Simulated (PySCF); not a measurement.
# C3H10OSi: the cost of one run

The runs use PySCF 2.14.0, with density-fitted response routines of our own; the level of theory stands in each step. All values are computed, except where a source is named. Atoms count from 0, in the outputs and in this text.

## 1. The molecule as given

15 atoms, charge 0, multiplicity 1; geometry from: GFN2-xTB. The atoms were then displaced at random by about 0.01 Å, so the start is not that level's minimum.

Bonds of the start (Å): C0–Si1 1.93, Si1–C2 1.92, C2–C3 1.48, C3–O4 1.40, C0–H5 1.07, C0–H6 1.07, C0–H7 1.10, Si1–H8 1.49, Si1–H9 1.46, C2–H10 1.08, C2–H11 1.11, C3–H12 1.14, C3–H13 1.09, O4–H14 0.97.

## 2. Relaxing the molecule at PBE0-D3(BJ)/def2-SVP

What the job is given:

```
{"job": {"xc": "PBE0", "basis": "def2-SVP", "d3": "d3bj", "grid": 1, "shake": 0.01, "kind": "geom"}, "charge": 0, "multiplicity": 1}
C      2.450720    -0.244420    -0.122470
Si     0.746610     0.606530    -0.452430
C     -0.633210    -0.693870    -0.166000
C     -1.943540    -0.132010    -0.545050
O     -2.216030     1.124090     0.022280
H      2.499280    -0.592350     0.886710
H      2.613760    -1.054840    -0.799780
H      3.254930     0.494900    -0.274350
H      0.594570     1.745600     0.493610
H      0.676170     1.073410    -1.829630
H     -0.437160    -1.598820    -0.728380
H     -0.626610    -0.990700     0.900410
H     -2.809550    -0.823960    -0.275030
H     -2.041740     0.033300    -1.612890
H     -2.143530     1.035770     0.990110
```

Run with:

```console
$ OMP_NUM_THREADS=1 python probes_run.py task.json out
```

The driver reads the jobs from task.json and runs them one after another.

**Question.** How long does this first job take on 1 thread of Arm Neoverse V1, shared host, and how much memory does it need?

About 53 s, with a peak of 0.49 GiB.
